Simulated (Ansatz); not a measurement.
# CH₆AlBSSe: one species, many methods

An exercise on one series of results from a longer session: the logs are not shown, and one member is left open.

The runs use Ansatz 0.2.0, Gaussian basis; functionals in def2-TZVPP, the program's frozen cores in correlated methods.

The runs, in order: PBE-D4, r2SCAN-D4, PBE0-D4, B3LYP-D4, ωB97X-V, ωB97M-V, B2PLYP; CCSD(T)/def2-TZVPP; MP2/def2-QZVPP; extrapolation to the limit.

**The relaxed structure**

The geometry comes from an earlier relaxation with PBE0-D4 in a triple-zeta def2 set; it is a stationary point, not always the lowest conformer.

SMILES `B[Se][CH2][AlH][SH]`, 11 atoms, charge 0, spin multiplicity 1.

Atoms are counted from 1 here; the program's logs count them from 0.

Bond lengths: B1–Se2 1.877 Å, B1–H6 1.188 Å, B1–H7 1.215 Å, Se2–C3 1.962 Å, C3–Al4 1.969 Å, C3–H8 1.091 Å, C3–H9 1.091 Å, Al4–S5 2.197 Å, Al4–H10 1.581 Å, S5–H11 1.344 Å. Angles: Se2–B1–H6 121.7°, Se2–B1–H7 120.6°, H6–B1–H7 117.6°, B1–Se2–C3 99.6°, Se2–C3–Al4 103.9°, Se2–C3–H8 107.4°, Se2–C3–H9 106.5°, Al4–C3–H8 116.0°, Al4–C3–H9 114.0°, H8–C3–H9 108.3°, C3–Al4–S5 117.2°, C3–Al4–H10 124.3°, S5–Al4–H10 116.8°, Al4–S5–H11 93.9°.

Set-up of the first run:

Input file in.yaml:

```yaml
crystal:
  periodic: [false, false, false]
  atoms:
    - {symbol: B, position_ang: [0.600427, 0.511911, 1.681913]}
    - {symbol: Se, position_ang: [-0.828644, 1.468683, 0.928743]}
    - {symbol: C, position_ang: [-1.391454, 0.186091, -0.444725]}
    - {symbol: Al, position_ang: [0.140889, -1.039543, -0.605241]}
    - {symbol: S, position_ang: [1.837921, -0.369106, -1.828565]}
    - {symbol: H, position_ang: [1.240539, 0.951167, 2.581098]}
    - {symbol: H, position_ang: [0.879193, -0.601388, 1.282254]}
    - {symbol: H, position_ang: [-2.328401, -0.260363, -0.109551]}
    - {symbol: H, position_ang: [-1.592223, 0.765782, -1.347174]}
    - {symbol: H, position_ang: [0.097920, -2.573819, -0.227480]}
    - {symbol: H, position_ang: [1.409133, 0.903584, -1.890776]}
basis:
  gaussian: {orbitals: def2-TZVPP}
hamiltonian: {xc: pbe, dispersion: d4}
output: {forces: true, orbitals: {seedname: orbitals}}
```

On the command line:

```console
> ansatz run in.yaml --threads 4 --pin off --events-out ev --progress --plain --max-ram 10444MiB
```

Steps of the session up to this table: PBE-D4 (GGA); r2SCAN-D4 (meta-GGA); PBE0-D4 (hybrid); B3LYP-D4 (hybrid); ωB97X-V (range-separated); ωB97M-V (range-separated); B2PLYP (double hybrid); CCSD(T) in def2-TZVPP; MP2 in def2-QZVPP.

One of the session's tables, all rows but one given; the rest of the session is left out.

It belongs to the step «Atomisation energies». 

| method | atomisation energy (kJ/mol) |
| --- | --- |
| PBE-D4 | 3621.3 |
| r2SCAN-D4 | 3608.2 |
| PBE0-D4 | 3582.0 |
| B3LYP-D4 | 3563.5 |
| ωB97X-V | 3588.9 |
| ωB97M-V | ? |
| B2PLYP | 3519.3 |
| HF/def2-TZVPP | 2641.4 |
| MP2/def2-TZVPP | 3528.1 |
| CCSD/def2-TZVPP | 3427.6 |
| CCSD(T)/def2-TZVPP | 3486.0 |
| MP2/CBS | 3621.7 |
| CCSD(T)/CBS | 3579.5 |

Estimate the missing values for ωB97M-V.

As computed: atomisation energy (kJ/mol): 3583.3. In the column «atomisation energy (kJ/mol)» it lies between PBE0-D4 (3582.0) and ωB97X-V (3588.9).
